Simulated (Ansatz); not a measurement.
This script drives Ansatz 0.2.0, Python API.

The script, `opt.py`:
```python
"""Relax the GeH6SSi molecule."""

import itertools
import warnings

import ansatz as az
from ase.data import atomic_numbers, covalent_radii
import numpy as np

BASIS = "def2-SVP"
METHOD = "mp2"

warnings.simplefilter("ignore", az.DeckWarning)

system = (
    az.Crystal.molecule()
    .atom("Si", [-0.8872, 0.9662, -0.7478])
    .atom("Ge", [0.6158, -0.5136, 0.0239])
    .atom("S", [0.1528, -0.9737, 2.1385])
    .atom("H", [-2.2091, 0.4448, -0.6486])
    .atom("H", [-0.6483, 1.3132, -2.1862])
    .atom("H", [-0.8595, 2.2583, 0.039])
    .atom("H", [2.0677, 0.0983, -0.0885])
    .atom("H", [0.5778, -1.7938, -0.8218])
    .atom("H", [1.2785, -1.846, 2.2743])
)

calculation = system.calculation()
calculation = calculation.basis(gaussian=BASIS).correlation(METHOD)
symbols = [site.symbol for site in system.cartesian_sites]
start = np.array([site.position_ang for site in system.cartesian_sites], dtype=float)
report = calculation.relax(force_tolerance=0.005).run().report
end = np.array(report["positions_ang"])

print(f"E = {report['free_energy_ev']:.6f} eV = {report['free_energy_ev'] / 27.211386246:.7f} Ha")
print("converged:", report["converged"], " doubts:", report["published_state_doubts"] or "none")

# pairs closer than 1.2 times the sum of covalent radii, before or after
radius = [covalent_radii[atomic_numbers[s]] for s in symbols]
span = lambda where, i, j: np.linalg.norm(where[i] - where[j])
bonded = [(i, j) for i, j in itertools.combinations(range(len(symbols)), 2) if min(span(start, i, j), span(end, i, j)) < 1.2 * (radius[i] + radius[j])]
print("pair        before    after (A)")
for i, j in bonded:
    print(f"{symbols[i]}{i}-{symbols[j]}{j}".ljust(10), f"{span(start, i, j):8.4f} {span(end, i, j):8.4f}")
```

It is started by `python opt.py`. How long does it take on 1 thread of Intel(R) Xeon(R) 6975P-C (Granite Rapids), with other jobs on the host, and how much memory does it need?

It took about 40 s, with a peak of 0.3 GiB, for 1 run of the engine.

Output of `python opt.py`:
```text
E = -75248.487805 eV = -2765.3309216 Ha
converged: True  doubts: none
pair        before    after (A)
Si0-Ge1      2.2460   2.3864
Si0-H3       1.4245   1.4818
Si0-H4       1.4988   1.4830
Si0-H5       1.5131   1.4818
Ge1-S2       2.2131   2.2350
Ge1-H6       1.5796   1.5296
Ge1-H7       1.5348   1.5296
S2-H8        1.4306   1.3419
```

Total energies depend on the basis set; only differences at equal settings carry meaning. The end point is the stationary point reached from this start; no frequency run checks that it is a minimum, and the basis set is modest.
